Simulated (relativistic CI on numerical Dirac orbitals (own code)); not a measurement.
**Co²⁺: one ion under different settings**

Aim: see what numerical and physical settings do to the SCF, the total energy and the lowest levels of Co²⁺.

Program: relativistic CI on numerical Dirac orbitals (own code) version 3. Level of theory: Dirac-Coulomb-Breit CI, KLI orbitals optimised for each configuration, model QED (radiative potential, 1s self-energy scaled to tabulated hydrogen-like ionisation energies), numerical settings as typed. These are calculated values, not measurements, unless marked.

## Step 1: What is computed

```
ion            : Co²⁺ (Co III)
nuclear charge : 27
electrons      : 25
isotope        : A = 59
```

## Step 2: Usual settings

The run's settings:

```ini
atom Co  Z=27  charge=2  electrons=25
nucleus A=59  rms_radius_fm=3.7875
hamiltonian dirac-coulomb  breit=on  qed=on  c_scale=1
orbitals kli  potential=per-configuration
slater_scale 1
correlation none
mixing on
grid step=0.0125 r_max=49.7
scf mixing=0.4 start=green max_iterations=150 tolerance=2e-08 node_fill=0.05
configurations
  [Ar] 3d7
  [Ar] 3d6 4s
  [Ar] 3d6 4p
  [Ar] 3d5 4s2
  [Ne] 3s2 3p5 3d8
end
```

The run is started by

```bash
> python run_levels.py task.json out
```

The settings of every run stand in task.json; they run in order.

## Step 3: QED terms off, Breit term off, grid step 0.02

The run's settings:

```ini
atom Co  Z=27  charge=2  electrons=25
nucleus A=59  rms_radius_fm=3.7875
hamiltonian dirac-coulomb  breit=off  qed=off  c_scale=1
orbitals kli  potential=per-configuration
slater_scale 1
correlation none
mixing on
grid step=0.02 r_max=49.7
scf mixing=0.4 start=green max_iterations=150 tolerance=2e-08 node_fill=0.05
configurations
  [Ar] 3d7
  [Ar] 3d6 4s
  [Ar] 3d6 4p
  [Ar] 3d5 4s2
  [Ne] 3s2 3p5 3d8
end
```

## Step 4: Grid step 0.006

The run's settings:

```ini
atom Co  Z=27  charge=2  electrons=25
nucleus A=59  rms_radius_fm=3.7875
hamiltonian dirac-coulomb  breit=on  qed=on  c_scale=1
orbitals kli  potential=per-configuration
slater_scale 1
correlation none
mixing on
grid step=0.006 r_max=49.7
scf mixing=0.4 start=green max_iterations=150 tolerance=2e-08 node_fill=0.05
configurations
  [Ar] 3d7
  [Ar] 3d6 4s
  [Ar] 3d6 4p
  [Ar] 3d5 4s2
  [Ne] 3s2 3p5 3d8
end
```

## Step 5: Grid step 0.006, Slater scale 0.6, nuclear radius 4.9238

Changes to the settings of step 4:

```diff
@@ -1,6 +1,6 @@
 atom Co  Z=27  charge=2  electrons=25
-nucleus A=59  rms_radius_fm=3.7875
+nucleus A=59  rms_radius_fm=4.9238
 hamiltonian dirac-coulomb  breit=on  qed=on  c_scale=1
 orbitals kli  potential=per-configuration
-slater_scale 1
+slater_scale 0.6
 correlation none
```

## Step 6: End of the grid 74.55

The run's settings:

```ini
atom Co  Z=27  charge=2  electrons=25
nucleus A=59  rms_radius_fm=3.7875
hamiltonian dirac-coulomb  breit=on  qed=on  c_scale=1
orbitals kli  potential=per-configuration
slater_scale 1
correlation none
mixing on
grid step=0.0125 r_max=74.55
scf mixing=0.4 start=green max_iterations=150 tolerance=2e-08 node_fill=0.05
configurations
  [Ar] 3d7
  [Ar] 3d6 4s
  [Ar] 3d6 4p
  [Ar] 3d5 4s2
  [Ne] 3s2 3p5 3d8
end
```

(Steps that only read results are left out.)

Before running it: what results should come out? Wanted: lowest level, usual settings; total energy; first excitation.

**Answer**, as computed:

| setting | total energy less usual (Ha) | largest shift of a level among the lowest eight of both runs, same label and place (cm⁻¹) | SCF iterations | time | lowest level | kind of change |
| --- | --- | --- | --- | --- | --- | --- |
| usual | 0 | 0 | 59 | 0.4 s | 3d7 4F9/2 | - |
| QED terms off, Breit term off, grid step 0.02 | -0.887 | 77.9 | 59 | 0.24 s | 3d7 4F9/2 | model term |
| grid step 0.006 | -5.6e-05 | 0 | 59 | 0.69 s | 3d7 4F9/2 | numerical |
| grid step 0.006, Slater scale 0.6, nuclear radius 4.9238 | 0.0464 | 7520 | 59 | 0.75 s | 3d7 4F9/2 | unphysical constant |
| end of the grid 74.55 | 0 | 0 | 59 | 0.48 s | 3d7 4F9/2 | numerical |

```
                    quantity          value
lowest level, usual settings      3d7 4F9/2
                total energy  -1390.3892 Ha
            first excitation     808.0 cm⁻¹
```

In words: Among the runs whose levels can be followed, they move most under «grid step 0.006, Slater scale 0.6, nuclear radius 4.9238» (unphysical constant), by up to 7520 cm⁻¹. No visible change in the result comes from «end of the grid 74.55». Only the listed configurations are in the model. Near neutrality, missing correlation can shift configurations against each other by thousands of cm⁻¹.
